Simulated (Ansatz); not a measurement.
From input file to script: CH5BSSi, SMILES B1[SiH2]CS1 in Ansatz 0.2.0.

```yaml
crystal:
  periodic: [false, false, false]
  atoms:
    - { symbol: B, position_ang: [-0.7242, 0.245, -1.3493] }
    - { symbol: Si, position_ang: [0.6337, 0.6237, -0.0529] }
    - { symbol: C, position_ang: [-0.0172, -0.8338, 0.8177] }
    - { symbol: S, position_ang: [-1.1071, -1.3304, -0.4213] }
    - { symbol: H, position_ang: [-1.4899, 1.0725, -1.882] }
    - { symbol: H, position_ang: [0.4312, 1.8899, 0.6968] }
    - { symbol: H, position_ang: [2.0043, 0.4119, -0.613] }
    - { symbol: H, position_ang: [-0.4509, -0.5397, 1.7727] }
    - { symbol: H, position_ang: [0.8086, -1.5855, 1.0142] }
basis:
  gaussian:
    orbitals: def2-SVP
hamiltonian:
  xc: hf
md:
  timestep: 0.25
  n_steps: 20
  ensemble: nve
  temperature: 200.0
  initial_velocities: maxwell_boltzmann
  seed: 76
```

The script, `ch5bssi.py`:
```python
import ansatz as az
from ase import Atoms
import numpy as np

atoms = Atoms(['B', 'Si', 'C', 'S', 'H', 'H', 'H', 'H', 'H'], positions=[
    (-0.7242, 0.245, -1.3493),
    (0.6337, 0.6237, -0.0529),
    (-0.0172, -0.8338, 0.8177),
    (-1.1071, -1.3304, -0.4213),
    (-1.4899, 1.0725, -1.882),
    (0.4312, 1.8899, 0.6968),
    (2.0043, 0.4119, -0.613),
    (-0.4509, -0.5397, 1.7727),
    (0.8086, -1.5855, 1.0142),
])
geometry = az.Crystal.molecule_from_ase(atoms)

calc = (
    geometry.calculation()
    .basis(gaussian='def2-SVP')
    .functional('hf')
    .md('nve', timestep=0.25, steps=20, temperature=200, initial_velocities='maxwell_boltzmann', seed=76)
)
frames = []
calc.session().plan().execute(on_event=lambda e: frames.append(e['data']) if e['event'] == 'md_step' else None)
print('t (fs)   E_pot (eV)      E_kin (eV)   T (K)   d(0-1) (A)')
for f in frames[::2]:
    xyz = np.array(f['positions_ang'])
    print(f'{f["time_fs"]:6.2f} {f["lagrangian_ev"]:14.5f} {f["e_kin_ev"]:10.5f} {f["temperature_k"]:8.1f} {np.linalg.norm(xyz[0] - xyz[1]):9.4f}')
kept = np.array([f['conserved_ev'] for f in frames])
print(f'conserved energy moves by at most {1000 * np.ptp(kept):.3f} meV')
symbols = [site.symbol for site in geometry.cartesian_sites]
with open('last_frame.xyz', 'w') as handle:
    handle.write(f'{len(symbols)}\nt = {frames[-1]["time_fs"]} fs\n')
    handle.writelines('{:2s} {:10.5f} {:10.5f} {:10.5f}\n'.format(s, *xyz) for s, xyz in zip(symbols, frames[-1]['positions_ang']))
```

```console
$ python ch5bssi.py
t (fs)   E_pot (eV)      E_kin (eV)   T (K)   d(0-1) (A)
  0.00   -20452.38988    0.18096    200.0    1.9152
  0.50   -20452.38667    0.17777    196.5    1.9170
  1.00   -20452.40058    0.19165    211.8    1.9194
  1.50   -20452.42995    0.22096    244.2    1.9222
  2.00   -20452.47119    0.26212    289.7    1.9255
  2.50   -20452.51945    0.31030    342.9    1.9293
  3.00   -20452.56969    0.36048    398.4    1.9334
  3.50   -20452.61818    0.40895    452.0    1.9379
  4.00   -20452.66383    0.45463    502.5    1.9426
  4.50   -20452.70869    0.49956    552.1    1.9476
  5.00   -20452.75693    0.54787    605.5    1.9526
conserved energy moves by at most 0.327 meV
```

What to keep in mind:
- Total energies depend on the basis set; only differences at equal settings carry meaning.
- The trajectory is only some femtoseconds long, so its temperature is not equilibrated; where the script doesn't relax first, it starts from a rough generated geometry.
- The temperature counts the internal degrees of freedom alone.
- Hardware and time: 32 s on 1 thread of Arm Neoverse V1 (shared host), peak memory 0.23 GiB.

(Lines on the test bed's own set-up are left out of the output.)
